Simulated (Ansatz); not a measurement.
**ZnAg: a tetragonal deformation path**

An exercise on one series of results from a longer session: the logs are not shown, and one member is left open.

Method: DFT r2SCAN, scalar-relativistic, plane waves, PAW, in Ansatz 0.2.0.

### The system as given

The structure is cubic, space group Pm-3m (No. 221). Conventional cell: a = 3.156 Å, b = 3.156 Å, c = 3.156 Å, α = 90.00°, β = 90.00°, γ = 90.00°. Zn (site symmetry m-3m) is surrounded by 8 Ag at 2.73 Å. Around Ag (site symmetry m-3m) lie 8 Zn at 2.73 Å.

Coordinates:

```cif
data_structure
_symmetry_space_group_name_H-M 'P 1'
_symmetry_Int_Tables_number 1
_cell_length_a 3.1560
_cell_length_b 3.1560
_cell_length_c 3.1560
_cell_angle_alpha 90.000
_cell_angle_beta 90.000
_cell_angle_gamma 90.000
_cell_volume 31.43
loop_
_atom_site_label
_atom_site_type_symbol
_atom_site_fract_x
_atom_site_fract_y
_atom_site_fract_z
_atom_site_occupancy
Zn1 Zn 0.50000 0.50000 0.50000 1
Ag1 Ag 0.00000 0.00000 0.00000 1
```

The cell is taken as given, not relaxed at this level.

### The reference cell

The reference gives a free energy of -10929.6777 eV, pressure -1.53 GPa, largest force 0.000 eV/Å and gap on the mesh none (metal). It was computed beforehand with the settings of the runs below.

Set-up of the first run:

At fixed volume and fractional coordinates, lengths along (0.000, 0.000, 1.000) are scaled against those across it; ρ is that ratio over its starting value.

Contents of input.yaml:

```yaml
crystal:
  lattice:
    - [3.5426685612, 0.0, 0.0]
    - [0.0, 3.5426685612, 0.0]
    - [0.0, 0.0, 2.5046666728]
  atoms:
    - { symbol: Zn, position: [0.5, 0.5, 0.5] }
    - { symbol: Ag, position: [0.0, 0.0, 0.0] }
basis:
  ecutwfc: 500
kpoints:
  mp_grid: { grid: [16, 16, 16] }
hamiltonian:
  xc: r2scan
scf:
  occupations: { method: gaussian, width: 0.15 }
output:
  forces: true
  stress: true
  eigenvalues: true
  write_density: true
  write_potential: true
  elf: true
  volumetric_format: npy
```

On the command line:

```console
$ ansatz run input.yaml --threads 1 --pin off --max-ram 2560MiB --backend cpu --events-out ev --progress --plain --runs-dir out
```

Steps of the session up to this table: At ρ = 0.707; ρ = 1.414; Point ρ = 0.850; ρ = 1.200; ρ = 0.780; At ρ = 1.300; ρ = 0.920; Point ρ = 1.100; At ρ = 0.650; ρ = 1.500; Point ρ = 0.960; Point ρ = 1.050.

One of the session's tables, all rows but one given; the rest of the session is left out.

Collected from the runs (energy zero: the undisturbed cell):

```
    ρ  ΔE (meV/atom)  pressure (GPa)
0.650          433.9            16.2
0.707          215.4             7.7
0.780           78.8             1.7
0.850           21.8            -0.5
0.920            3.1            -1.3
0.960            0.1            -1.5
1.000            0.0            -1.5
1.050            0.3            -1.5
1.100              ?               ?
1.200            2.6            -1.2
1.300            7.1            -1.0
1.414           14.3            -0.6
1.500           26.1            -0.1
```

Q: Estimate the row for ρ = 1.100 from the others.

Worked estimate for «ΔE (meV/atom)». A straight line through the neighbours (1.050, 0.3) and (1.200, 2.6) gives 0.3 + (2.6 − 0.3) × (1.100 − 1.050) / (1.200 − 1.050) = 1.1; a parabola fitted to 4 rows on both sides gives 0.5.

The run gave: ΔE (meV/atom): 1.3; pressure (GPa): -1.4. In «ΔE (meV/atom)» the line misses by -0.2 and the parabola by -0.8.
